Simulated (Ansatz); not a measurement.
**GaGeH3 (singlet): the correlation ladder, cc-pVDZ**

How much of the correlation energy of GaGeH3 (singlet) does each wave-function method recover here?

The runs use Ansatz 0.2.0, Gaussian basis; cc-pVDZ, core rule «outside noble gas», up to 28 orbitals frozen.

Plan: UHF; CCSD(T) on RHF; BCCD(T) on RHF; CISD; CCSDT(Q) on RHF; CCSDTQ on RHF; CASSCF and MRCISD+Q, 10 electrons in 11 orbitals; CASSCF and NEVPT2, 10 electrons in 11 orbitals.

3 further runs of the same task are left out: 3 set aside as unsound or not needed.

**1. The system**

The geometry is a PBE0/def2-TZVP stationary point (not a proven minimum). No spin-orbit coupling is included. The filled d shell of Ge, Ga may be among the frozen orbitals whatever the setting's name suggests; the logs give the count.

5 atoms, charge 0, spin multiplicity 1.

Atoms are counted from 1 here; the program's logs count them from 0.

Bond lengths: Ge1–Ga2 2.318 Å, Ge1–H3 1.690 Å, Ge1–H4 1.690 Å, Ga2–H5 1.578 Å. Angles: Ga2–Ge1–H3 57.2°, Ga2–Ge1–H4 57.2°, H3–Ge1–H4 78.4°, Ge1–Ga2–H5 157.1°.

**2. UHF**

Contents of in.yaml:

```yaml
crystal:
  periodic: [false, false, false]
  atoms:
    - {symbol: Ge, position_ang: [-0.002947, -0.000001, 1.150707]}
    - {symbol: Ga, position_ang: [-0.031733, 0.000001, -1.167296]}
    - {symbol: H, position_ang: [0.921804, 1.067585, 0.223154]}
    - {symbol: H, position_ang: [0.921802, -1.067587, 0.223153]}
    - {symbol: H, position_ang: [0.563840, 0.000001, -2.628975]}
basis:
  gaussian: {orbitals: cc-pVDZ}
magnetization: {spin_polarized: true, initial_magnetization: 0}
hamiltonian: {xc: hf}
output: {orbitals: {seedname: orbitals}}
```

Run with:

```console
$ ansatz run in.yaml --threads 1 --pin off --events-out ev --progress --plain --max-ram 4096MiB --backend cpu
```

After this run come: CCSD(T) on RHF; BCCD(T) on RHF; CISD; CCSDT(Q) on RHF; CCSDTQ on RHF; CASSCF and MRCISD+Q, 10 electrons in 11 orbitals; CASSCF and NEVPT2, 10 electrons in 11 orbitals.

Q: Predict the results of all the runs planned. Wanted: RCCSDTQ below the RHF energy; RMP2 from RCCSDTQ; RCCSD from RCCSDTQ; RCCSD(T) from RCCSDTQ; RCCSDT(Q) from RCCSDTQ; NEVPT2 valence from RCCSDTQ; MRCISD+Q valence from RCCSDTQ; T1 diagnostic; effectively unpaired electrons.

The runs gave:

| quantity | value |
| --- | --- |
| RCCSDTQ below the RHF energy | -5.5615 eV |
| RMP2 from RCCSDTQ | +113.7 kJ/mol |
| RCCSD from RCCSDTQ | +23.7 kJ/mol |
| RCCSD(T) from RCCSDTQ | +4.5 kJ/mol |
| RCCSDT(Q) from RCCSDTQ | +0.1 kJ/mol |
| NEVPT2 valence from RCCSDTQ | +70.5 kJ/mol |
| MRCISD+Q valence from RCCSDTQ | -0.3 kJ/mol |
| levels within 1 kcal/mol (43 meV) | RCCSDT, RCCSDT(Q), MRCISD+Q valence |
| T1 diagnostic | 0.017 |
| effectively unpaired electrons | 0.07 |

RCCSD(T) misses by +4.5 kJ/mol, 0.8 % of the correlation energy. One determinant dominates. Of the multireference levels listed MRCISD+Q valence comes nearest in total energy (-0.3 kJ/mol), which doesn't show that its space is the better one. These misses are within one basis, not against nature.
